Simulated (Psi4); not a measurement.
**A workflow on GeSiH5Cl (SMILES Cl[SiH2][GeH3])**

Aim: a geometry optimisation (singlet GeSiH5Cl, B3LYP/def2-SVPD), then the energy (doublet GeSiH5Cl+, UB3LYP/def2-SVPD), then a geometry optimisation (doublet GeSiH5Cl+, UB3LYP/def2-SVPD), then a single-point energy (doublet GeSiH5Cl−, UB3LYP/def2-SVPD), then a structure relaxation (doublet GeSiH5Cl−, UB3LYP/def2-SVPD) of ClGeH5Si. 

The results are computed with Psi4 1.11.

**1. The structure to begin with**

GeSiH5Cl has 8 atoms, charge 0, and is taken as a singlet. As SMILES, `Cl[SiH2][GeH3]`. The shape is that of a PBE0-D4/def2-TZVP optimisation. The run starts from this shape.

Bond lengths: Cl1–Si2 2.062 Å, Si2–Ge3 2.377 Å, Si2–H4 1.484 Å, Si2–H5 1.484 Å, Ge3–H6 1.536 Å, Ge3–H7 1.538 Å, Ge3–H8 1.536 Å. Some angles: Cl1–Si2–Ge3 109.1°, Cl1–Si2–H4 107.8°, Cl1–Si2–H5 107.8°, Ge3–Si2–H4 111.5°, Ge3–Si2–H5 111.5°, Si2–Ge3–H6 110.0°, Si2–Ge3–H7 109.9°, Si2–Ge3–H8 110.0°, H4–Si2–H5 109.1°, H6–Ge3–H7 108.9°.

**2. A geometry optimisation at B3LYP/def2-SVPD (density fitting) (run 1)**

The input, clgeh5si.dat:

```
memory 1600 mb

molecule m {
  Cl    -2.290300     1.217200    -0.310600
  Si    -0.414100     0.602600    -0.906900
  Ge     0.581500    -0.662200     0.842700
  H     -0.573600    -0.206400    -2.140800
  H      0.380700     1.815700    -1.222200
  H      0.711200     0.201700     2.106100
  H      1.981500    -1.135500     0.415600
  H     -0.284600    -1.890300     1.160200
  symmetry c1
}


energy_value, wavefunction = opt("b3lyp/def2-SVPD", return_wfn=True)
```

The run is started by

```console
$ psi4 -i clgeh5si.dat -o clgeh5si.out -n 1
```

clgeh5si.out:

```text
[...]
  Running in c1 symmetry.
[...]
  Nuclear repulsion =  314.908646498155235
[...]
  Multiplicity = 1
[...]
  Nalpha       = 34
  Nbeta        = 34
[...]
    Number of basis functions: 129
[...]
   @DF-RKS iter   1: -2827.77772061304358   -1.78311e+00   1.93224e-02 DIIS/ADIIS
[...]
   @DF-RKS iter   6: -2829.33603663970371    9.09495e-13   4.28485e-09 DIIS
[...]
  @DF-RKS Final Energy: -2829.33603663970371
   => Energetics <=
    Nuclear Repulsion Energy =            310.9596534874044664
    One-Electron Energy =               -4553.4833837719597796
    Two-Electron Energy =                1517.9006668314059425
    DFT Exchange-Correlation Energy =    -104.7129731865548052
    Empirical Dispersion Energy =           0.0000000000000000
    VV10 Nonlocal Energy =                  0.0000000000000000
    Total Energy =                      -2829.3360366397041616
[...]
 Multipole Moments:
 ------------------------------------------------------------------------------------
     Multipole            Electronic (a.u.)      Nuclear  (a.u.)        Total (a.u.)
 ------------------------------------------------------------------------------------
 L = 1.  Multiply by 2.5417464519 to convert [e a0] to [Debye]
 Dipole X            :          3.7357229           -3.1388546            0.5968684
 Dipole Y            :         -4.6161905            4.3781106           -0.2380799
 Dipole Z            :          6.2804985           -6.3784784           -0.0979799
 Magnitude           :                                                    0.6500261
[...]
  -Total Gradient:
     Atom            X                  Y                   Z
    ------   -----------------  -----------------  -----------------
       1        0.000025375089    -0.000006837271    -0.000012298372
       2        0.000006343993    -0.000005121600     0.000003634925
       3        0.000021293017     0.000004166500    -0.000032783730
       4        0.000022719662    -0.000010605062    -0.000001542676
       5        0.000022125405    -0.000009006812    -0.000000390201
       6        0.000009882483    -0.000006322906     0.000006206777
       7        0.000013939917    -0.000015014281     0.000017903236
       8        0.000008098245    -0.000006727168     0.000006012002
[...]
```

The script printed:

```text
Optimizer: Optimization complete!
```

It took 74 s on 1 thread of AMD EPYC 7R43 (Zen 3), shared host; peak memory 0.9 GiB.

Steps, from the record of the run:

```tsv
step	energy from the first frame kept (eV)	largest force (eV/Å)
0	0.0000	0.7889
1	-0.0179	0.3087
2	-0.0203	0.0728
3	-0.0205	0.0139
4	-0.0205	0.0020
```

After the run. Bond lengths: Cl1–Si2 2.108 Å, Si2–Ge3 2.398 Å, Si2–H4 1.488 Å, Si2–H5 1.488 Å, Ge3–H6 1.539 Å, Ge3–H7 1.543 Å, Ge3–H8 1.539 Å. Some angles: Cl1–Si2–Ge3 109.5°, Cl1–Si2–H4 107.1°, Cl1–Si2–H5 107.1°, Ge3–Si2–H4 111.8°, Ge3–Si2–H5 111.8°, Si2–Ge3–H6 110.3°, Si2–Ge3–H7 109.4°, Si2–Ge3–H8 110.3°, H4–Si2–H5 109.4°, H6–Ge3–H7 108.8°.

**3. The doublet cation: a single-point energy at UB3LYP/def2-SVPD (density fitting) (run 2)**

The input, input.inp:

```
memory 1.6 GB

molecule geom {
  1 2
  Cl    -2.323777     1.242661    -0.326967
  Si    -0.404004     0.601152    -0.916051
  Ge     0.592791    -0.673215     0.853773
  H     -0.574771    -0.209207    -2.152384
  H      0.386505     1.821818    -1.231377
  H      0.727486     0.189098     2.121784
  H      1.996879    -1.142348     0.419476
  H     -0.267750    -1.909454     1.171188
  symmetry c1
}

set {
  basis     def2-SVPD
  reference uks
}

energy("b3lyp")
```

The run is started by

```console
$ psi4 -i input.inp -o input.out -n 1
```

input.out:

```text
[...]
  Running in c1 symmetry.
[...]
  Nuclear repulsion =  310.959597041226857
[...]
  Multiplicity = 2
[...]
  Nalpha       = 34
  Nbeta        = 33
[...]
    Number of basis functions: 129
[...]
   @DF-UKS iter   1: -2827.35045371669776   -1.41568e+00   1.93094e-02 DIIS/ADIIS
[...]
   @DF-UKS iter  12: -2828.96220893537156   -1.09875e-07   4.13821e-07 DIIS
[...]
   @S^2 Observed:                7.533410984E-01
[...]
    Orbital Energies [Eh]
    ---------------------
    Alpha Occupied:
       1A   -398.936185     2A   -101.755262     3A    -66.397059
       4A    -50.001788     5A    -44.537794     6A    -44.535097
       7A    -44.535000     8A     -9.704305     9A     -7.471705
      10A     -7.468528    11A     -7.462358    12A     -6.448918
      13A     -5.560634    14A     -4.628032    15A     -4.619448
      16A     -4.619189    17A     -3.925481    18A     -3.922962
      19A     -3.919003    20A     -1.449282    21A     -1.446342
      22A     -1.446024    23A     -1.439493    24A     -1.439420
      25A     -1.058662    26A     -0.812730    27A     -0.735687
      28A     -0.617054    29A     -0.602831    30A     -0.587468
      31A     -0.553911    32A     -0.551308    33A     -0.535478
      34A     -0.531679
[...]
  @DF-UKS Final Energy: -2828.96220893537156
   => Energetics <=
    Nuclear Repulsion Energy =            310.9595970412268571
    One-Electron Energy =               -4538.2692682617980608
    Two-Electron Energy =                1502.8005371149295115
    DFT Exchange-Correlation Energy =    -104.4530748297298715
    Empirical Dispersion Energy =           0.0000000000000000
    VV10 Nonlocal Energy =                  0.0000000000000000
    Total Energy =                      -2828.9622089353720185
[...]
 Multipole Moments:
 ------------------------------------------------------------------------------------
     Multipole            Electronic (a.u.)      Nuclear  (a.u.)        Total (a.u.)
 ------------------------------------------------------------------------------------
 L = 1.  Multiply by 2.5417464519 to convert [e a0] to [Debye]
 Dipole X            :          3.5151602           -3.1388556            0.3763046
 Dipole Y            :         -4.2901951            4.3781103            0.0879153
 Dipole Z            :          5.7918246           -6.3784827           -0.5866581
 Magnitude           :                                                    0.7024969
[...]
```

It took 26 s on 1 thread of AMD EPYC 7R43 (Zen 3), shared host; peak memory 0.81 GiB.

**4. The doublet cation: a geometry optimisation at UB3LYP/def2-SVPD (density fitting) (run 3)**

The input, input.dat:

```
memory 1600 MB

molecule {
  1 2
  Cl
  Si 1 R2
  Ge 2 R3 1 A3
  H 2 R4 1 A4 3 D4
  H 2 R5 4 A5 1 D5
  H 3 R6 2 A6 5 D6
  H 3 R7 6 A7 2 D7
  H 3 R8 6 A8 7 D8

  R2 = 2.108099
  R3 = 2.397893
  A3 = 109.51408
  R4 = 1.488073
  A4 = 107.06019
  D4 = 121.40222
  R5 = 1.488073
  A5 = 109.36702
  D5 = -115.66722
  R6 = 1.539343
  A6 = 110.28203
  D6 = 58.09705
  R7 = 1.542778
  A7 = 108.81967
  D7 = 120.00448
  R8 = 1.539341
  A8 = 109.2045
  D8 = 118.66159
  units angstrom
  symmetry c1
}

set {
  basis def2-SVPD
  reference uks
  geom_maxiter 50
}

e, wfn = optimize("b3lyp", return_wfn=True)
```

The run is started by

```console
$ psi4 -i input.dat -o output.dat -n 1
```

output.dat:

```text
[...]
  Running in c1 symmetry.
[...]
  Nuclear repulsion =  310.959572912237036
[...]
  Multiplicity = 2
[...]
  Nalpha       = 34
  Nbeta        = 33
[...]
    Number of basis functions: 129
[...]
   @DF-UKS iter   1: -2827.35045267055284   -1.41568e+00   1.93094e-02 ADIIS/DIIS
[...]
   @DF-UKS iter   7: -2828.98820583944189   -1.00044e-11   7.92397e-09 DIIS
[...]
   @S^2 Observed:                7.517523091E-01
[...]
  @DF-UKS Final Energy: -2828.98820583944189
   => Energetics <=
    Nuclear Repulsion Energy =            300.4773461709381763
    One-Electron Energy =               -4517.7625867278675287
    Two-Electron Energy =                1492.7556284989721007
    DFT Exchange-Correlation Energy =    -104.4585937814845806
    Empirical Dispersion Energy =           0.0000000000000000
    VV10 Nonlocal Energy =                  0.0000000000000000
    Total Energy =                      -2828.9882058394414344
[...]
 Multipole Moments:
 ------------------------------------------------------------------------------------
     Multipole            Electronic (a.u.)      Nuclear  (a.u.)        Total (a.u.)
 ------------------------------------------------------------------------------------
 L = 1.  Multiply by 2.5417464519 to convert [e a0] to [Debye]
 Dipole X            :          0.0000101           -0.0000109           -0.0000008
 Dipole Y            :         -9.4345291            9.7019067            0.2673776
 Dipole Z            :          2.1672741           -1.3325803            0.8346938
 Magnitude           :                                                    0.8764728
[...]
  -Total Gradient:
     Atom            X                  Y                   Z
    ------   -----------------  -----------------  -----------------
       1        0.000000040936    -0.000001132002    -0.000059475468
       2       -0.000000032388     0.000001347271     0.000020854242
       3       -0.000000066548    -0.000008800441     0.000007118075
       4        0.000010946992     0.000000358816    -0.000049951794
       5       -0.000010956418     0.000000221211    -0.000049853011
       6        0.000005993405    -0.000004915530    -0.000019539249
       7        0.000000066060     0.000033067420    -0.000016296617
       8       -0.000005993677    -0.000005044157    -0.000019434497
[...]
```

The script printed:

```text
Optimizer: Optimization complete!
```

Wall time 4.1 min (1 thread of AMD EPYC 7R43 (Zen 3), shared host); peak memory 0.95 GiB.

Steps, from the record of the run:

```tsv
step	energy from the first frame kept (eV)	largest force (eV/Å)
0	0.0000	2.8813
1	-0.4335	1.8970
2	-0.6773	0.2727
3	-0.6970	0.2800
4	-0.7055	0.0794
5	-0.7069	0.0469
6	-0.7072	0.0163
7	-0.7073	0.0070
8	-0.7074	0.0047
9	-0.7074	0.0031
```

After the run. Bond lengths: Cl1–Si2 2.031 Å, Si2–Ge3 2.745 Å, Si2–H4 1.479 Å, Si2–H5 1.479 Å, Ge3–H6 1.528 Å, Ge3–H7 1.532 Å, Ge3–H8 1.528 Å. Some angles: Cl1–Si2–Ge3 100.5°, Cl1–Si2–H4 114.6°, Cl1–Si2–H5 114.6°, Ge3–Si2–H4 100.6°, Ge3–Si2–H5 100.6°, Si2–Ge3–H6 99.8°, Si2–Ge3–H7 94.5°, Si2–Ge3–H8 99.8°, H4–Si2–H5 120.9°, H6–Ge3–H7 117.9°.

**5. The doublet anion: the energy at UB3LYP/def2-SVPD (density fitting) (run 4)**

The input, clgeh5si.py:

```python
import psi4

psi4.set_memory('1600 MB')
psi4.set_num_threads(1)
psi4.core.set_output_file('output.dat', False)

molecule = psi4.geometry("""
-1 2
Cl    -4.39130210     2.34828896    -0.61787808
Si    -0.76345691     1.13601264    -1.73108551
Ge     1.12021264    -1.27219197     1.61339714
H     -1.08615977    -0.39534393    -4.06741628
H      0.73038860     3.44273707    -2.32696529
H      1.37474930     0.35734343     4.00959066
H      3.77355441    -2.15872486     0.79269476
H     -0.50597417    -3.60834511     2.21322456
units au
symmetry c1
""")

psi4.set_options({
    'basis': 'def2-SVPD',
    'reference': 'uks',
})

e_tot = psi4.energy('b3lyp', molecule=molecule)
print('E =', round(e_tot, 9))
for k, v in sorted(psi4.core.scalar_variables().items()):
    print(f'{k:45s} {v:18.10f}')
```

The run is started by

```console
$ python clgeh5si.py
```

output.dat:

```text
[...]
  Running in c1 symmetry.
[...]
  Nuclear repulsion =  310.959597207899662
[...]
  Multiplicity = 2
[...]
  Nalpha       = 35
  Nbeta        = 34
[...]
    Number of basis functions: 129
[...]
   @DF-UKS iter   1: -2827.54225515122698   -1.60748e+00   1.96690e-02 ADIIS/DIIS
[...]
   @DF-UKS iter  20: -2829.30518185616120   -3.11031e-07   2.60873e-07 DIIS
[...]
   @S^2 Observed:                7.517688232E-01
[...]
    Orbital Energies [Eh]
    ---------------------
    Alpha Occupied:
       1A   -398.539421     2A   -101.315187     3A    -65.958291
       4A    -49.604857     5A    -44.139100     6A    -44.138951
       7A    -44.138834     8A     -9.268655     9A     -7.034523
      10A     -7.029200    11A     -7.029144    12A     -6.052193
      13A     -5.122144    14A     -4.226207    15A     -4.225503
      16A     -4.225065    17A     -3.486248    18A     -3.483083
      19A     -3.482735    20A     -1.049237    21A     -1.049192
      22A     -1.046997    23A     -1.046186    24A     -1.046022
      25A     -0.638929    26A     -0.410656    27A     -0.340672
      28A     -0.212908    29A     -0.210497    30A     -0.188374
      31A     -0.187989    32A     -0.171066    33A     -0.136701
      34A     -0.112800    35A      0.093119
[...]
  @DF-UKS Final Energy: -2829.30518185616120
   => Energetics <=
    Nuclear Repulsion Energy =            310.9595972078996624
    One-Electron Energy =               -4565.9456249924678559
    Two-Electron Energy =                1530.5657020304540765
    DFT Exchange-Correlation Energy =    -104.8848561020465979
    Empirical Dispersion Energy =           0.0000000000000000
    VV10 Nonlocal Energy =                  0.0000000000000000
    Total Energy =                      -2829.3051818561607433
[...]
 Multipole Moments:
 ------------------------------------------------------------------------------------
     Multipole            Electronic (a.u.)      Nuclear  (a.u.)        Total (a.u.)
 ------------------------------------------------------------------------------------
 L = 1.  Multiply by 2.5417464519 to convert [e a0] to [Debye]
 Dipole X            :          4.0207952           -3.1388556            0.8819396
 Dipole Y            :         -5.2210107            4.3781103           -0.8429004
 Dipole Z            :          7.3161024           -6.3784827            0.9376197
 Magnitude           :                                                    1.5386452
[...]
```

Standard output:

```text
E = -2829.305181856
CURRENT ENERGY                                  -2829.3051818562
CURRENT REFERENCE ENERGY                        -2829.3051818562
DD SOLVATION ENERGY                                 0.0000000000
DFT FUNCTIONAL TOTAL ENERGY                     -2829.3051818562
DFT TOTAL ENERGY                                -2829.3051818562
DFT VV10 ENERGY                                     0.0000000000
DFT XC ENERGY                                    -104.8848561020
GRID ELECTRONS ALPHA                               35.0000098139
GRID ELECTRONS BETA                                34.0000082183
GRID ELECTRONS TOTAL                               69.0000180321
NUCLEAR REPULSION ENERGY                          310.9595972079
ONE-ELECTRON ENERGY                             -4565.9456249925
PCM POLARIZATION ENERGY                             0.0000000000
PE ENERGY                                           0.0000000000
SCF ITERATION ENERGY                            -2829.3051818562
SCF ITERATIONS                                     20.0000000000
SCF TOTAL ENERGY                                -2829.3051818562
TWO-ELECTRON ENERGY                              1530.5657020305
XC GRID RADIAL POINTS                              75.0000000000
XC GRID SPHERICAL POINTS                          302.0000000000
XC GRID TOTAL POINTS                           173941.0000000000
```

Run time: 40 s. Hardware: 1 thread of AMD EPYC 7R43 (Zen 3), shared host; peak memory 0.81 GiB.

**6. The doublet anion: a structure relaxation at UB3LYP/def2-SVPD (density fitting) (run 5)**

The input, calc.in:

```
memory 1.6 GB

molecule mol {
  -1 2
  Cl
  Si 1 2.108099
  Ge 2 2.397893 1 109.51408
  H 2 1.488073 1 107.06019 3 121.40222
  H 2 1.488073 4 109.36702 1 -115.66722
  H 3 1.539343 2 110.28203 5 58.09705
  H 3 1.542778 6 108.81967 2 120.00448
  H 3 1.539341 6 109.2045 7 118.66159
  symmetry c1
}

set {
  reference    uks
  geom_maxiter 50
}

E, wfn = optimize("b3lyp/def2-SVPD", return_wfn=True)
```

The run is started by

```console
$ psi4 -n 1 calc.in calc.out
```

calc.out:

```text
[...]
  Running in c1 symmetry.
[...]
  Nuclear repulsion =  310.959572912237036
[...]
  Multiplicity = 2
[...]
  Nalpha       = 35
  Nbeta        = 34
[...]
    Number of basis functions: 129
[...]
   @DF-UKS iter   1: -2827.54225653378444   -1.60748e+00   1.96690e-02 ADIIS/DIIS
[...]
   @DF-UKS iter   7: -2829.35155459339967   -4.09273e-12   6.40374e-09 DIIS
[...]
   @S^2 Observed:                7.540620065E-01
[...]
  @DF-UKS Final Energy: -2829.35155459339967
   => Energetics <=
    Nuclear Repulsion Energy =            277.7647867309589174
    One-Electron Energy =               -4500.1073553176747737
    Two-Electron Energy =                1497.8355114562002655
    DFT Exchange-Correlation Energy =    -104.8444974628836235
    Empirical Dispersion Energy =           0.0000000000000000
    VV10 Nonlocal Energy =                  0.0000000000000000
    Total Energy =                      -2829.3515545933996691
[...]
 Multipole Moments:
 ------------------------------------------------------------------------------------
     Multipole            Electronic (a.u.)      Nuclear  (a.u.)        Total (a.u.)
 ------------------------------------------------------------------------------------
 L = 1.  Multiply by 2.5417464519 to convert [e a0] to [Debye]
 Dipole X            :         -0.0000544            0.0000468           -0.0000076
 Dipole Y            :         -4.8855318            4.4728672           -0.4126645
 Dipole Z            :          8.8335071           -7.1372472            1.6962599
 Magnitude           :                                                    1.7457347
[...]
  -Total Gradient:
     Atom            X                  Y                   Z
    ------   -----------------  -----------------  -----------------
       1        0.000000002327    -0.000007266811    -0.000036506114
       2       -0.000000045249     0.000091292057    -0.000040055885
       3       -0.000000151600    -0.000016664086    -0.000009127494
       4       -0.000004392955    -0.000025810646    -0.000013470332
       5        0.000004445918    -0.000025767025    -0.000013678831
       6        0.000022650949    -0.000022886886    -0.000009036833
       7        0.000000088550     0.000030479667     0.000025793068
       8       -0.000022599645    -0.000022780029    -0.000009147475
[...]
```

On the terminal:

```text
Optimizer: Optimization complete!
```

It took 5.9 min on 1 thread of AMD EPYC 7R43 (Zen 3), shared host; peak memory 0.93 GiB.

Step by step:

```tsv
step	energy from the first frame kept (eV)	largest force (eV/Å)
0	0.0000	3.0854
1	-0.5391	1.9715
2	-1.0955	0.8020
3	-1.1520	0.5385
4	-1.2183	0.2945
5	-1.2417	0.2952
6	-1.2551	0.1874
7	-1.2586	0.1448
8	-1.2599	0.1103
9	-1.2610	0.0669
10	-1.2616	0.0385
11	-1.2618	0.0135
12	-1.2619	0.0051
```

After the run. Bond lengths: Cl1–Si2 2.437 Å, Si2–Ge3 2.506 Å, Si2–H4 1.506 Å, Si2–H5 1.506 Å, Ge3–H6 1.567 Å, Ge3–H7 1.586 Å, Ge3–H8 1.567 Å. Some angles: Cl1–Si2–Ge3 154.4°, Cl1–Si2–H4 95.7°, Cl1–Si2–H5 95.7°, Ge3–Si2–H4 99.9°, Ge3–Si2–H5 99.9°, Si2–Ge3–H6 111.4°, Si2–Ge3–H7 125.1°, Si2–Ge3–H8 111.4°, H4–Si2–H5 104.6°, H6–Ge3–H7 102.0°.

**7. Results**

| quantity | value |
| --- | --- |
| run 1, B3LYP/def2-SVPD: total energy at the end | -2829.33604 Eh |
| run 1, B3LYP/def2-SVPD: dipole moment | 1.65 D |
| run 1, B3LYP/def2-SVPD: HOMO energy | -8.02 eV |
| run 1, B3LYP/def2-SVPD: LUMO energy | -0.90 eV |
| run 1, B3LYP/def2-SVPD: HOMO–LUMO gap | 7.12 eV |
| doublet cation, run 2: total energy | -2828.96221 Eh |
| doublet cation, run 2: HOMO energy (highest over α and β) | -14.36 eV |
| doublet cation, run 2: LUMO energy (lowest over α and β) | -12.34 eV |
| doublet cation, run 2: ⟨S²⟩ | 0.753 |
| doublet cation, run 3: total energy at the end | -2828.98821 Eh |
| doublet cation, run 3: HOMO energy (highest over α and β) | -12.92 eV |
| doublet cation, run 3: LUMO energy (lowest over α and β) | -10.59 eV |
| doublet cation, run 3: ⟨S²⟩ | 0.752 |
| doublet anion, run 4: total energy | -2829.30518 Eh |
| doublet anion, run 4: HOMO energy (highest over α and β) | 2.53 eV |
| doublet anion, run 4: LUMO energy (lowest over α and β) | 3.43 eV |
| doublet anion, run 4: ⟨S²⟩ | 0.752 |
| doublet anion, run 5: total energy at the end | -2829.35155 Eh |
| doublet anion, run 5: HOMO energy (highest over α and β) | -0.22 eV |
| doublet anion, run 5: LUMO energy (lowest over α and β) | 1.90 eV |
| doublet anion, run 5: ⟨S²⟩ | 0.754 |
| adiabatic electron affinity (to the doublet anion, no zero-point term) | 0.422 eV |
| adiabatic ionisation energy (to the doublet cation, no zero-point term) | 9.465 eV |

**Reading.** The adiabatic electron affinity (to the doublet anion, no zero-point term) is 0.42 eV (40.7 kJ/mol). The adiabatic ionisation energy (to the doublet cation, no zero-point term) is 9.46 eV (913 kJ/mol). The optimisation (run 1, B3LYP/def2-SVPD) took 5 steps and changed the energy by -0.020 eV. The optimisation (doublet cation, run 3) took 10 steps and changed the energy by -0.707 eV. The HOMO (doublet anion, run 4) lies at positive energy, 2.53 eV; only total energies tell whether the electron is bound. The optimisation (doublet anion, run 5) took 13 steps and changed the energy by -1.262 eV.
